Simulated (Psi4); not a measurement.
**SiCNCl2F (SMILES N#C[Si](F)(Cl)Cl): levels of theory compared**

Wanted: a comparison of 3 runs (CAM-B3LYP/cc-pVDZ, M06-2X/cc-pVDZ, wB97X/cc-pVDZ) of SiCNCl2F. 

Program for the calculation: Psi4 1.11.

## (1) The structure to begin with

SiCNCl2F: 6 atoms, total charge 0, spin state singlet. SMILES: `N#C[Si](F)(Cl)Cl`. The Si3–Cl5 distance was set to 3.611 Å, away from the relaxed value. At this shape a bond of the SMILES string is far longer than usual.

Bond lengths: N1–C2 1.151 Å, C2–Si3 1.830 Å, Si3–F4 1.572 Å, Si3–Cl6 2.006 Å. Angles: N1–C2–Si3 179.1°, C2–Si3–F4 107.4°, C2–Si3–Cl6 109.0°, F4–Si3–Cl6 109.6°. A long bond or contact: Si3–Cl5 3.611 Å.

## (2) Energy and forces at CAM-B3LYP/cc-pVDZ (run 1)

Input file ccl2fnsi.dat:

```
memory 2200 MB

molecule molecule1 {
  N      1.108776    -2.134420     2.364648
  C      0.279276    -1.536720     1.836348
  Si    -1.025724    -0.563120     1.001048
  F     -2.115324    -1.575320     0.491648
  Cl     0.422900     1.177100    -1.812500
  Cl    -1.846924     0.701280     2.324748
  units angstrom
  symmetry c1
}

set basis cc-pVDZ
set puream true
set e_convergence 1e-09
set d_convergence 1e-08
set scf_type pk
set dft_radial_points 99
set dft_spherical_points 590

e, wfn = gradient('cam-b3lyp', return_wfn=True)
```

Command:

```sh
psi4 ccl2fnsi.dat ccl2fnsi.out -n 1
```

ccl2fnsi.out:

```text
[...]
  Running in c1 symmetry.
[...]
  Nuclear repulsion =  354.778716981974128
[...]
  Multiplicity = 1
[...]
  Nalpha       = 35
  Nbeta        = 35
[...]
    Number of basis functions: 96
[...]
   @RKS iter   1: -1402.27943758802121   -6.28870e-01   6.57985e-03 ADIIS/DIIS
[...]
   @RKS iter  17: -1402.54593783420523   -1.81899e-12   7.74442e-09 DIIS
[...]
    Orbital Energies [Eh]
    ---------------------
    Doubly Occupied:
       1A   -101.699227     2A   -101.582182     3A    -66.436703
       4A    -24.863076     5A    -14.485698     6A    -10.353323
       7A     -9.619878     8A     -9.494380     9A     -7.381599
      10A     -7.374587    11A     -7.374024    12A     -7.259183
      13A     -7.248582    14A     -7.248577    15A     -5.569662
      16A     -3.930242    17A     -3.929833    18A     -3.927624
      19A     -1.369866    20A     -1.055725    21A     -1.003574
      22A     -0.822842    23A     -0.749182    24A     -0.654499
      25A     -0.612489    26A     -0.601424    27A     -0.556874
      28A     -0.497292    29A     -0.493754    30A     -0.484930
      31A     -0.472326    32A     -0.464402    33A     -0.344826
      34A     -0.338869    35A     -0.338845
[...]
  @RKS Final Energy: -1402.54593783420523
   => Energetics <=
    Nuclear Repulsion Energy =            354.7787169819741280
    One-Electron Energy =               -2640.8468177803879371
    Two-Electron Energy =                 959.5193158935253450
    DFT Exchange-Correlation Energy =     -75.9971529293166839
    Empirical Dispersion Energy =           0.0000000000000000
    VV10 Nonlocal Energy =                  0.0000000000000000
    Total Energy =                      -1402.5459378342052332
[...]
 Multipole Moments:
 ------------------------------------------------------------------------------------
     Multipole            Electronic (a.u.)      Nuclear  (a.u.)        Total (a.u.)
 ------------------------------------------------------------------------------------
 L = 1.  Multiply by 2.5417464519 to convert [e a0] to [Debye]
 Dipole X            :         -2.5426075            1.3493778           -1.1932297
 Dipole Y            :          0.3992391           -0.7856529           -0.3864138
 Dipole Z            :          0.2730196            1.2108191            1.4838387
 Magnitude           :                                                    1.9429076
[...]
  -Total Gradient:
     Atom            X                  Y                   Z
    ------   -----------------  -----------------  -----------------
       1       -0.012612412823     0.009420390853    -0.008477448763
       2        0.007366444813    -0.011693789928     0.014422668291
       3       -0.031451135010    -0.025748155355     0.004576948952
       4        0.020276453803     0.017932259241     0.018967104087
       5        0.016074799253     0.019160786300    -0.031018316972
       6        0.000343601224    -0.009058853568     0.001526269821
[...]
```

Run time: 2.4 min. Hardware: 1 thread of AMD EPYC 7R43 (Zen 3), shared host; peak memory 1.2 GiB.

## (3) The energy at M06-2X/cc-pVDZ (run 2)

Input file ccl2fnsi.in:

```
memory 2.2 GB

molecule system {
  N      2.09528297    -4.03346923     4.46853710
  C      0.52775515    -2.90397993     3.47019479
  Si    -1.93833744    -1.06414258     1.89170656
  F     -3.99738302    -2.97692336     0.92908007
  Cl     0.79916518     2.22439662    -3.42512860
  Cl    -3.49018053     1.32522714     4.39313703
  units bohr
  symmetry c1
  no_reorient
  no_com
}

set globals {
  basis                cc-pVDZ
  puream               true
  e_convergence        1e-09
  d_convergence        1e-08
  scf_type             pk
  dft_radial_points    99
  dft_spherical_points 590
}

E, wfn = energy('m06-2x', return_wfn=True)
oeprop(wfn, 'LOWDIN_CHARGES', 'WIBERG_LOWDIN_INDICES', 'DIPOLE')
print_variables()
```

Command:

```sh
psi4 -n 1 ccl2fnsi.in ccl2fnsi.out
```

ccl2fnsi.out:

```text
[...]
  Running in c1 symmetry.
[...]
  Nuclear repulsion =  354.778717279089847
[...]
  Multiplicity = 1
[...]
  Nalpha       = 35
  Nbeta        = 35
[...]
    Number of basis functions: 96
[...]
   @RKS iter   1: -1402.22485813430580   -6.25743e-01   5.98362e-03 DIIS/ADIIS
[...]
   @RKS iter  17: -1402.46415931383081   -1.13687e-12   6.34759e-09 DIIS
[...]
    Orbital Energies [Eh]
    ---------------------
    Doubly Occupied:
       1A   -102.747890     2A   -102.633807     3A    -67.253799
       4A    -25.350076     5A    -14.843465     6A    -10.638976
       7A     -9.895132     8A     -9.772746     9A     -7.615210
      10A     -7.610130    11A     -7.609735    12A     -7.494701
      13A     -7.487228    14A     -7.487224    15A     -5.768915
      16A     -4.078305    17A     -4.077970    18A     -4.076433
      19A     -1.433190    20A     -1.079303    21A     -1.017758
      22A     -0.837962    23A     -0.755542    24A     -0.667751
      25A     -0.630294    26A     -0.621300    27A     -0.561287
      28A     -0.500169    29A     -0.494950    30A     -0.484684
      31A     -0.471879    32A     -0.463772    33A     -0.339414
      34A     -0.339375    35A     -0.338082
[...]
  @RKS Final Energy: -1402.46415931383081
   => Energetics <=
    Nuclear Repulsion Energy =            354.7787172790898467
    One-Electron Energy =               -2640.8585570227023709
    Two-Electron Energy =                 931.1394388871514138
    DFT Exchange-Correlation Energy =     -47.5237584573698300
    Empirical Dispersion Energy =           0.0000000000000000
    VV10 Nonlocal Energy =                  0.0000000000000000
    Total Energy =                      -1402.4641593138310327
[...]
 Multipole Moments:
 ------------------------------------------------------------------------------------
     Multipole            Electronic (a.u.)      Nuclear  (a.u.)        Total (a.u.)
 ------------------------------------------------------------------------------------
 L = 1.  Multiply by 2.5417464519 to convert [e a0] to [Debye]
 Dipole X            :         89.8504102          -91.0269206           -1.1765104
 Dipole Y            :         26.6298925          -27.0048666           -0.3749741
 Dipole Z            :       -101.9338882          103.4026842            1.4687960
 Magnitude           :                                                    1.9188913
[...]
```

Wall time 55 s (1 thread of AMD EPYC 7R43 (Zen 3), shared host); peak memory 1.3 GiB.

## (4) Energy and forces at wB97X/cc-pVDZ (run 3)

Input file job.in:

```
memory 2200 MB

molecule {
  N      1.108776    -2.134420     2.364648
  C      0.279276    -1.536720     1.836348
  Si    -1.025724    -0.563120     1.001048
  F     -2.115324    -1.575320     0.491648
  Cl     0.422900     1.177100    -1.812500
  Cl    -1.846924     0.701280     2.324748
  units angstrom
  symmetry c1
}

set basis cc-pVDZ
set puream true
set e_convergence 1e-09
set d_convergence 1e-08
set scf_type pk
set dft_radial_points 99
set dft_spherical_points 590

e_tot, wfn = gradient("wb97x", return_wfn=True)
oeprop(wfn, "DIPOLE", "QUADRUPOLE", "WIBERG_LOWDIN_INDICES")
```

Command:

```sh
psi4 -n 1 job.in job.out
```

job.out, cut to the lines that bear on the results:

```text
[...]
  Running in c1 symmetry.
[...]
  Nuclear repulsion =  354.778716981974128
[...]
  Multiplicity = 1
[...]
  Nalpha       = 35
  Nbeta        = 35
[...]
    Number of basis functions: 96
[...]
   @RKS iter   1: -1402.27289963007001   -8.16432e-01   6.29979e-03 DIIS/ADIIS
[...]
   @RKS iter  16: -1402.51688660683249   -3.41061e-12   9.31423e-09 DIIS
[...]
  @RKS Final Energy: -1402.51688660683249
   => Energetics <=
    Nuclear Repulsion Energy =            354.7787169819741280
    One-Electron Energy =               -2640.6373889452661388
    Two-Electron Energy =                 958.6283799041594875
    DFT Exchange-Correlation Energy =     -75.2865945477000196
    Empirical Dispersion Energy =           0.0000000000000000
    VV10 Nonlocal Energy =                  0.0000000000000000
    Total Energy =                      -1402.5168866068329407
[...]
  -Total Gradient:
     Atom            X                  Y                   Z
    ------   -----------------  -----------------  -----------------
       1       -0.015380030915     0.011684600597    -0.010602966669
       2        0.008722907363    -0.014003193243     0.016700857500
       3       -0.031098423741    -0.029605433025     0.003243304199
       4        0.021434313783     0.018744666386     0.020443586788
       5        0.017636256259     0.020996498567    -0.034147909715
       6       -0.001468012724    -0.007450043569     0.004335146989
[...]
 Multipole Moments:
 ------------------------------------------------------------------------------------
     Multipole            Electronic (a.u.)      Nuclear  (a.u.)        Total (a.u.)
 ------------------------------------------------------------------------------------
 L = 1.  Multiply by 2.5417464519 to convert [e a0] to [Debye]
 Dipole X            :         -2.6084335            1.3493778           -1.2590557
 Dipole Y            :          0.2933835           -0.7856529           -0.4922693
 Dipole Z            :          0.4295956            1.2108191            1.6404147
 Magnitude           :                                                    2.1256789
 L = 2.  Multiply by 1.3450342976 to convert [e a0^2] to [Debye ang]
 Quadrupole XX       :       -371.2781353          328.4108312          -42.8673041
 Quadrupole XY       :         15.3198565          -15.9193133           -0.5994568
[...]
```

Wall time 2.5 min (1 thread of AMD EPYC 7R43 (Zen 3), shared host); peak memory 1.2 GiB.

## (5) All runs side by side

| run | level | task | energy (Eh) | dipole moment (D) | HOMO energy (eV) | LUMO energy (eV) | wall time |
| --- | --- | --- | --- | --- | --- | --- | --- |
| 1 | CAM-B3LYP/cc-pVDZ | gradient | -1402.545938 | 4.94 | -9.22 | -4.86 | 2.4 min |
| 2 | M06-2X/cc-pVDZ | energy | -1402.464159 | 4.88 | -9.20 | -5.13 | 55 s |
| 3 | wB97X/cc-pVDZ | gradient | -1402.516887 | 5.40 | -10.22 | -4.06 | 2.5 min |

## (6) Outcome

| quantity | value |
| --- | --- |
| run 3: total energy | -1402.51689 Eh |
| run 3: dipole moment | 5.40 D |
| run 3: HOMO energy | -10.22 eV |
| run 3: LUMO energy | -4.06 eV |
| run 3: HOMO–LUMO gap | 6.16 eV |
| run 3: largest force on an atom | 2.252 eV/Å |

In words: The dipole moment (its size) runs from 4.88 D (M06-2X/cc-pVDZ) to 5.40 D (wB97X/cc-pVDZ). The HOMO–LUMO gap runs from 4.07 eV (M06-2X/cc-pVDZ) to 6.16 eV (wB97X/cc-pVDZ). Totals of different functionals can't be ranked against each other. In all runs a closed-shell determinant meets a far-stretched bond; if it breaks into open shells, such a determinant describes it badly, and no broken-symmetry solution was shown. All runs together took 5.9 min, the longest 2.5 min.
